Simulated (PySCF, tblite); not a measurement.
# C₃H₆Al₂Cl₃F: geometry, infrared bands and NMR shifts

What infrared bands and NMR shifts should C₃H₆Al₂Cl₃F (`C=[C](C)[Al@H-]1[Cl+][Al@@-]([F])([Cl])[Cl+]1`) show?

Computed with tblite 0.8.0 and PySCF 2.14.0, with density-fitted response routines of our own, on a single molecule in the gas phase. Atoms count from 0, in the outputs and in this text.

### Step 1. The molecule as given

15 atoms, charge 0, multiplicity 1; geometry from: force field or distance geometry start.

Bonds of the start (Å): C0–C1 1.33, C1–C2 1.47, C1–Al3 1.96, Al3–Cl4 2.21, Cl4–Al5 2.22, Al5–F6 1.79, Al5–Cl7 2.19, Al5–Cl8 2.22, Cl8–Al3 2.22, C0–H9 1.12, C0–H10 1.06, C2–H11 1.10, C2–H12 1.10, C2–H13 1.11, Al3–H14 1.60.

### Step 2. Geometry optimisation with GFN2-xTB

Job settings and geometry (Å):

```
{"job": {"kind": "relax", "xc": "GFN2-xTB", "basis": "xTB"}, "charge": 0, "multiplicity": 1}
C     -1.810700    -1.863600     0.067200
C     -1.289800    -0.640400    -0.030100
C     -2.087600     0.592900    -0.155900
Al     0.661300    -0.469700     0.026100
Cl     1.540600     0.790400    -1.555700
Al     3.088800     1.288200    -0.040000
F      4.296200    -0.034200     0.000500
Cl     3.900300     3.324400    -0.147000
Cl     1.467100     1.022700     1.458800
H     -2.924900    -1.928900     0.038900
H     -1.270200    -2.769500     0.166400
H     -2.518000     0.585600    -1.165500
H     -1.509600     1.511400     0.031400
H     -2.937700     0.480800     0.552200
H      1.389700    -1.882400     0.213800
```

Launch:

```sh
$ OMP_NUM_THREADS=1 python probes_run.py task.json out
```

One launch serves the whole session: the jobs run in the order shown.

**Question.** This job is followed by: GFN2-xTB harmonic vibrations, gas phase; GIAO PBE0/pcSseg-1 NMR shielding, non-relativistic, gas phase. What will the session give for the following? strongest single infrared mode (GFN2-xTB); zero-point energy (GFN2-xTB); ¹³C shifts against TMS (PBE0/pcSseg-1); ¹H shifts against TMS (PBE0/pcSseg-1, means over atoms taken as alike); ²⁷Al shifts against AlH4- (PBE0/pcSseg-1); ³⁵Cl shifts against HCl (PBE0/pcSseg-1, means over atoms taken as alike); ¹⁹F shifts against CFCl3 (PBE0/pcSseg-1); surface potential, 1st and 99th percentile.

**Answer**, as computed:

```
                                                                quantity                       value
                               strongest single infrared mode (GFN2-xTB)        626 cm⁻¹, 275 km/mol
                                            zero-point energy (GFN2-xTB)               51.6 kcal/mol
                                  ¹³C shifts against TMS (PBE0/pcSseg-1)      164.0, 141.4, 27.0 ppm
  ¹H shifts against TMS (PBE0/pcSseg-1, means over atoms taken as alike)  6.43, 5.87, 4.48, 2.14 ppm
                               ²⁷Al shifts against AlH4- (PBE0/pcSseg-1)              58.8, 10.9 ppm
³⁵Cl shifts against HCl (PBE0/pcSseg-1, means over atoms taken as alike)                 70, -12 ppm
                                ¹⁹F shifts against CFCl3 (PBE0/pcSseg-1)                  -156.7 ppm
                                   surface potential, 1st and 99th percentile          -1.23 V and 2.05 V
```

**Reading.** The optimisation took 109 steps and gained 0.885 eV; among the close pairs (by a distance rule), Al5–Cl7 changed most, from 2.195 to 2.019 Å. No mode is imaginary among the 39: a minimum at this level. The strongest single mode, at 626 cm⁻¹, moves mainly H14. GFN2-xTB is a fitted tight-binding method: band positions and strengths are rough. Its intensities can rank the bands wrongly. C1 (fully substituted alkene carbon) lies farthest downfield among carbon, at 164.0 ppm; an sp2 carbon of a C=C bond. At PBE0/pcSseg-1: Shielding is most anisotropic at C1 (span 267 ppm, paramagnetic term -236 ppm). By nearest atom (PBE0/pcSseg-1), the HOMO sits on C0, C1 about 37 % each and the LUMO on Al3 20 %; C0, C1 about 18 % each.
